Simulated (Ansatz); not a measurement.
# F− with H₂O₂: superposition error and deformation, part 2 of 2

Ansatz 0.2.0, Gaussian basis. Earlier steps stand in the parts before.

## 11. B3LYP-D4/def2-TZVPPD

Input file free-b/in.yaml:

```yaml
crystal:
  periodic: [false, false, false]
  atoms:
    - {symbol: O, position_ang: [0.419714, -0.740771, 0.428092]}
    - {symbol: O, position_ang: [-0.176336, 0.500904, 0.795895]}
    - {symbol: H, position_ang: [1.098739, -0.444348, -0.190025]}
    - {symbol: H, position_ang: [-1.057559, 0.403279, 0.415202]}
basis:
  gaussian: {orbitals: "def2-TZVPPD.json"}
hamiltonian: {xc: {name: B3LYP}, dispersion: d4}
```

On the command line:

```
$ ansatz run in.yaml --threads 2 --pin off --events-out ev --progress --plain --max-ram 5222MiB
```

Standard output:

```text
Functional definition: B3LYP
  name "B3LYP"
  cite "Stephens, Devlin, Chabalowski & Frisch, J. Phys. Chem. 98, 11623 (1994) doi:10.1021/j100096a001"
  cite "Becke, Phys. Rev. A 38, 3098 (1988) doi:10.1103/PhysRevA.38.3098"
  cite "Lee, Yang & Parr, Phys. Rev. B 37, 785 (1988) doi:10.1103/PhysRevB.37.785"
  cite "Vosko, Wilk & Nusair, Can. J. Phys. 58, 1200 (1980) doi:10.1139/p80-159"
  parameter a0 = 0.2
  parameter ax = 0.72
  parameter ac = 0.81
  exchange = (1 - a0 - ax)*slater_x + ax*b88_x + a0*exact_x
  correlation = (1 - ac)*vwn_rpa_c + ac*lyp_c
486 factors; their error is unknown
mean field evaluation 1: about -4122.9806 eV, gradient 4.2e1 eV
mean field evaluation 2: about -4120.0598 eV, gradient 5.9e1 eV
mean field evaluation 4: about -4125.8766 eV, gradient 4.8e-1 eV
mean field evaluation 8: about -4125.8814 eV, gradient 2.5e-3 eV
mean field -4125.88135710 eV, -151.6233432507 hartree, gradient 1.2e-5 eV, S^2 0.000000; 0 other end points of the search recorded, 0 dependent functions left out
reference -4125.88157713 eV, -151.6233513366 hartree; 9, 9 occupied and 105, 105 virtual orbitals, 486 factors
Total energy: -4125.91079921 eV, -151.6244252283 hartree
```

Wall time 0.7 s (2 threads of Arm Neoverse V2, shared host).

## 12. wB97X-V/def2-TZVPPD

free-b/in.yaml: that of step 11 with these lines changed.

```diff
@@ -9,2 +9,2 @@
   gaussian: {orbitals: "def2-TZVPPD.json"}
-hamiltonian: {xc: {name: B3LYP}, dispersion: d4}
+hamiltonian: {xc: {name: wB97X-V}}
```

On the command line:

```
$ ansatz run in.yaml --threads 2 --pin off --events-out ev --progress --plain --max-ram 5222MiB
```

Standard output, cut to the lines that bear on the results:

```text
[... 5 set-up lines as earlier in the session ...]
[...]
      + integral(e_c_pw_opposite_spin*poly(b97_u_opposite, cos0, cos1)) + vv10(b, c)
486 factors; their error is unknown
156 factors; integrals over basis functions are off by at most 3.0e-5 eV
[...]
mean field -4124.33737229 eV, -151.5666028553 hartree, gradient 3.8e-5 eV, S^2 0.000000; 0 other end points of the search recorded, 0 dependent functions left out
reference -4124.33736992 eV, -151.5666027681 hartree; 9, 9 occupied and 105, 105 virtual orbitals, 486 factors
Total energy: -4124.33736992 eV, -151.5666027681 hartree
```

Run time: 1.6 s. Hardware: 2 threads of Arm Neoverse V2, shared host.

## 13. wB97M-V/def2-TZVPPD

free-b/in.yaml: that of step 12 with these lines changed.

```diff
@@ -9,2 +9,2 @@
   gaussian: {orbitals: "def2-TZVPPD.json"}
-hamiltonian: {xc: {name: wB97X-V}}
+hamiltonian: {xc: {name: wB97M-V}}
```

On the command line:

```
$ ansatz run in.yaml --threads 2 --pin off --events-out ev --progress --plain --max-ram 5222MiB
```

Standard output, cut to the lines that bear on the results:

```text
[... 5 set-up lines as earlier in the session ...]
  # Of w^i u^j: cxij and so on, Table III.
[...]
  gx(w, u) = 1 - cx + cx01*u + cx10*w
  gss(w, u) = css00 + css04*u^4 + css10*w + css20*w^2 + css43*w^4*u^3
  gos(w, u) = cos00 + cos10*w + (cos20 + cos21*u)*w^2 + (cos60 + cos61*u)*w^6
[...]
      + integral(e_c_pw_mod_opposite_spin*gos(b97_w_opposite, b97_u_opposite)) + vv10(b, c)
486 factors; their error is unknown
156 factors; integrals over basis functions are off by at most 3.0e-5 eV
[...]
mean field -4124.53108260 eV, -151.5737215781 hartree, gradient 4.3e-5 eV, S^2 0.000000; 0 other end points of the search recorded, 0 dependent functions left out
reference -4124.53114075 eV, -151.5737237150 hartree; 9, 9 occupied and 105, 105 virtual orbitals, 486 factors
Total energy: -4124.53114075 eV, -151.5737237150 hartree
```

It took 1.8 s on 2 threads of Arm Neoverse V2, shared host.

## 14. B2PLYP/def2-TZVPPD

free-b/in.yaml: that of step 13 with these lines changed.

```diff
@@ -9,2 +9,2 @@
   gaussian: {orbitals: "def2-TZVPPD.json"}
-hamiltonian: {xc: {name: wB97M-V}}
+hamiltonian: {xc: {name: B2PLYP}}
```

On the command line:

```
$ ansatz run in.yaml --threads 2 --pin off --events-out ev --progress --plain --max-ram 5222MiB
```

Standard output, cut to the lines that bear on the results:

```text
[... 5 set-up lines as earlier in the session ...]
[...]
681 factors; integrals over basis functions are off by at most 6.9e-4 eV
[...]
mean field -4118.77699086 eV, -151.3622626068 hartree, gradient 4.3e-6 eV, S^2 0.000000; 0 other end points of the search recorded, 0 dependent functions left out
2 core orbitals not correlated: weight in the atoms' cores, before any rotation towards them, 1.000 or more for the frozen orbitals, at most 0.000 for the correlated occupied ones
reference -4118.77712664 eV, -151.3622675967 hartree; 7, 7 occupied and 105, 105 virtual orbitals, 681 factors
second order -16.27154753 eV of doubles, -0.00000000 eV of singles
Total energy: -4123.17044447 eV, -151.5237190491 hartree
```

It took 1.1 s on 2 threads of Arm Neoverse V2, shared host.

## 15. BLYP-D4/def2-TZVPPD

free-b/in.yaml: that of step 14 with these lines changed.

```diff
@@ -9,2 +9,2 @@
   gaussian: {orbitals: "def2-TZVPPD.json"}
-hamiltonian: {xc: {name: B2PLYP}}
+hamiltonian: {xc: {name: BLYP}, dispersion: d4}
```

On the command line:

```
$ ansatz run in.yaml --threads 2 --pin off --events-out ev --progress --plain --max-ram 5222MiB
```

Standard output:

```text
Functional definition: BLYP
  name "BLYP"
[... 2 set-up lines as earlier in the session ...]
  parameter beta = 0.0042
  parameter a = 0.04918
  parameter b = 0.132
  parameter c = 0.2533
  parameter d = 0.349
  exchange = b88_x(beta = beta)
  correlation = lyp_c(a = a, b = b, c = c, d = d)
486 factors; their error is unknown
mean field evaluation 1: about -4121.1865 eV, gradient 5.1e1 eV
mean field evaluation 2: about -4108.5102 eV, gradient 9.8e1 eV
mean field evaluation 4: about -4125.4043 eV, gradient 1.8e0 eV
mean field evaluation 8: about -4125.3984 eV, gradient 2.4e-2 eV
mean field evaluation 16: about -4125.3984 eV, gradient 7.4e-6 eV
mean field -4125.39840695 eV, -151.6055951598 hartree, gradient 7.4e-6 eV, S^2 0.000000; 0 other end points of the search recorded, 0 dependent functions left out
reference -4125.39869947 eV, -151.6056059099 hartree; 9, 9 occupied and 105, 105 virtual orbitals, 486 factors
Total energy: -4125.44249139 eV, -151.6072152332 hartree
```

It took 0.6 s on 2 threads of Arm Neoverse V2, shared host.

## 16. revPBE-D4/def2-TZVPPD

free-b/in.yaml: that of step 15 with these lines changed.

```diff
@@ -9,2 +9,2 @@
   gaussian: {orbitals: "def2-TZVPPD.json"}
-hamiltonian: {xc: {name: BLYP}, dispersion: d4}
+hamiltonian: {xc: {name: revPBE}, dispersion: d4}
```

On the command line:

```
$ ansatz run in.yaml --threads 2 --pin off --events-out ev --progress --plain --max-ram 5222MiB
```

Standard output, cut to the lines that bear on the results:

```text
Functional definition: revPBE
  name "revPBE"
  cite "Zhang & Yang, Phys. Rev. Lett. 80, 890 (1998) doi:10.1103/PhysRevLett.80.890"
[... 1 set-up line as earlier in the session ...]
  parameter kappa = 1.245
[... 3 set-up lines as earlier in the session ...]
486 factors; their error is unknown
mean field evaluation 1: about -4121.1442 eV, gradient 4.7e1 eV
mean field evaluation 2: about -4112.0963 eV, gradient 8.4e1 eV
mean field evaluation 4: about -4124.7290 eV, gradient 1.4e0 eV
mean field evaluation 8: about -4124.7216 eV, gradient 2.4e-2 eV
mean field evaluation 16: about -4124.7216 eV, gradient 1.1e-5 eV
mean field -4124.72163539 eV, -151.5807242638 hartree, gradient 1.1e-5 eV, S^2 0.000000; 0 other end points of the search recorded, 0 dependent functions left out
reference -4124.72169545 eV, -151.5807264711 hartree; 9, 9 occupied and 105, 105 virtual orbitals, 486 factors
Total energy: -4124.80347737 eV, -151.5837319011 hartree
```

Run time: 0.5 s. Hardware: 2 threads of Arm Neoverse V2, shared host.

## 17. B97M-V/def2-TZVPPD

free-b/in.yaml: that of step 16 with these lines changed.

```diff
@@ -9,2 +9,2 @@
   gaussian: {orbitals: "def2-TZVPPD.json"}
-hamiltonian: {xc: {name: revPBE}, dispersion: d4}
+hamiltonian: {xc: {name: B97M-V}}
```

On the command line:

```
$ ansatz run in.yaml --threads 2 --pin off --events-out ev --progress --plain --max-ram 5222MiB
```

Standard output, cut to the lines that bear on the results:

```text
[... 5 set-up lines as earlier in the session ...]
  # Of w^i u^j: cxij and so on, Table III.
[...]
  gx(w, u) = cx00 + cx01*u + cx02*u^2 + (cx10 + cx11*u)*w
  gss(w, u) = css00 + css02*u^2 + css10*w + (css32*w^3 + css42*w^4)*u^2
  gos(w, u) = cos00 + cos01*u + cos03*u^3 + cos10*w + cos32*w^3*u^2
[...]
      + integral(e_c_pw_mod_opposite_spin*gos(b97_w_opposite, b97_u_opposite)) + vv10(b, c)
486 factors; their error is unknown
[...]
mean field -4124.44050858 eV, -151.5703930440 hartree, gradient 7.7e-5 eV, S^2 0.000000; 0 other end points of the search recorded, 0 dependent functions left out
reference -4124.44057910 eV, -151.5703956357 hartree; 9, 9 occupied and 105, 105 virtual orbitals, 486 factors
Total energy: -4124.44057910 eV, -151.5703956357 hartree
```

It took 1.8 s on 2 threads of Arm Neoverse V2, shared host.

## 18. HSE06-D4/def2-TZVPPD

free-b/in.yaml: that of step 17 with these lines changed.

```diff
@@ -9,2 +9,2 @@
   gaussian: {orbitals: "def2-TZVPPD.json"}
-hamiltonian: {xc: {name: B97M-V}}
+hamiltonian: {xc: hse06, dispersion: d4}
```

On the command line:

```
$ ansatz run in.yaml --threads 2 --pin off --events-out ev --progress --plain --max-ram 5222MiB
```

Standard output, cut to the lines that bear on the results:

```text
Functional definition: HSE06
  name "HSE06"
  cite "Heyd, Scuseria & Ernzerhof, J. Chem. Phys. 118, 8207 (2003) doi:10.1063/1.1564060"
  cite "Krukau, Vydrov, Izmaylov & Scuseria, J. Chem. Phys. 125, 224106 (2006) doi:10.1063/1.2404663"
  cite "Heyd & Scuseria, J. Chem. Phys. 120, 7274 (2004) doi:10.1063/1.1668634"
  cite "Ernzerhof & Perdew, J. Chem. Phys. 109, 3313 (1998) doi:10.1063/1.476928"
[... 2 set-up lines as earlier in the session ...]
[...]
  # The whole range is PBE's own exchange, as in plane waves. The composition of these papers is wPBEh.
[...]
486 factors; their error is unknown
47 factors; integrals over basis functions are off by at most 1.1e-5 eV
[...]
mean field -4121.26424550 eV, -151.4536675290 hartree, gradient 6.1e-5 eV, S^2 0.000000; 0 other end points of the search recorded, 0 dependent functions left out
reference -4121.26429420 eV, -151.4536693187 hartree; 9, 9 occupied and 105, 105 virtual orbitals, 486 factors
Total energy: -4121.27760167 eV, -151.4541583592 hartree
```

It took 0.6 s on 2 threads of Arm Neoverse V2, shared host.

## 19. CCSD(T)/def2-TZVPPD

free-b/in.yaml: that of step 18 with these lines changed.

```diff
@@ -9,2 +9,2 @@
   gaussian: {orbitals: "def2-TZVPPD.json"}
-hamiltonian: {xc: hse06, dispersion: d4}
+correlation: {method: ccsd_t}
```

On the command line:

```
$ ansatz run in.yaml --threads 2 --pin off --events-out ev --progress --plain --max-ram 5222MiB
```

Standard output, cut to the lines that bear on the results:

```text
[... 4 set-up lines as earlier in the session ...]
[...]
681 factors; integrals over basis functions are off by at most 6.9e-4 eV
[...]
mean field -4104.75133705 eV, -150.8468293363 hartree, gradient 1.7e-6 eV, S^2 0.000000; 0 other end points of the search recorded, 0 dependent functions left out
2 core orbitals not correlated: weight in the atoms' cores, before any rotation towards them, 1.000 or more for the frozen orbitals, at most 0.000 for the correlated occupied ones
reference -4104.75133705 eV, -150.8468293363 hartree; 7, 7 occupied and 105, 105 virtual orbitals, 681 factors
second order -13.50782095 eV of doubles, -0.00000000 eV of singles
cycle   1  -13.32042178 eV  change    1.9e-1 eV  update   7.3e-2
[...]
cycle  12  -13.72015165 eV  change    1.6e-6 eV  update   2.7e-6
perturbative correction -0.50518836 eV, -0.0185653298 hartree
Total energy: -4118.97667706 eV, -151.3696009394 hartree
```

Run time: 1.9 s. Hardware: 2 threads of Arm Neoverse V2, shared host; peak memory 0.38 GiB.

## 20. The split

| method | interaction with counterpoise (kcal/mol) | without | superposition error | deformation | binding energy |
| --- | --- | --- | --- | --- | --- |
| PBE-D4 | -52.46 | -52.63 | 0.18 | 12.36 | -40.10 |
| revPBE-D4 | -49.71 | -49.92 | 0.21 | 12.20 | -37.52 |
| BLYP-D4 | -50.34 | -50.52 | 0.18 | 12.28 | -38.06 |
| r2SCAN-D4 | -54.85 | -54.95 | 0.10 | 13.39 | -41.47 |
| B97M-V | -52.04 | -52.12 | 0.07 | 13.86 | -38.19 |
| PBE0-D4 | -54.20 | -54.27 | 0.07 | 14.16 | -40.04 |
| B3LYP-D4 | -52.66 | -52.74 | 0.09 | 13.82 | -38.84 |
| HSE06-D4 | -54.14 | -54.21 | 0.07 | 14.13 | -40.01 |
| wB97X-V | -52.81 | -52.87 | 0.06 | 14.09 | -38.72 |
| wB97M-V | -52.87 | -52.93 | 0.06 | 13.98 | -38.88 |
| B2PLYP | -51.60 | -52.07 | 0.46 | 13.60 | -38.01 |
| Hartree-Fock | -51.03 | -51.09 | 0.05 | 18.10 | -32.94 |
| MP2 | -50.88 | -52.29 | 1.41 | 13.15 | -37.73 |
| CCSD | -50.83 | -52.12 | 1.29 | 13.86 | -36.96 |
| CCSD(T) | -51.02 | -52.45 | 1.43 | 13.11 | -37.92 |

## 21. Results

The summary covers parts 1 to 2.

```
            quantity            value
interaction, CCSD(T)  -51.02 kcal/mol
 superposition error    1.43 kcal/mol
         deformation   13.11 kcal/mol
      binding energy  -37.92 kcal/mol
```

In this basis the superposition error is 1.43 kcal/mol for CCSD(T) and 0.11 kcal/mol on average for the plain functionals: correlated methods borrow far more, since they need many more functions to converge. Deformation takes back 26 % of the interaction.
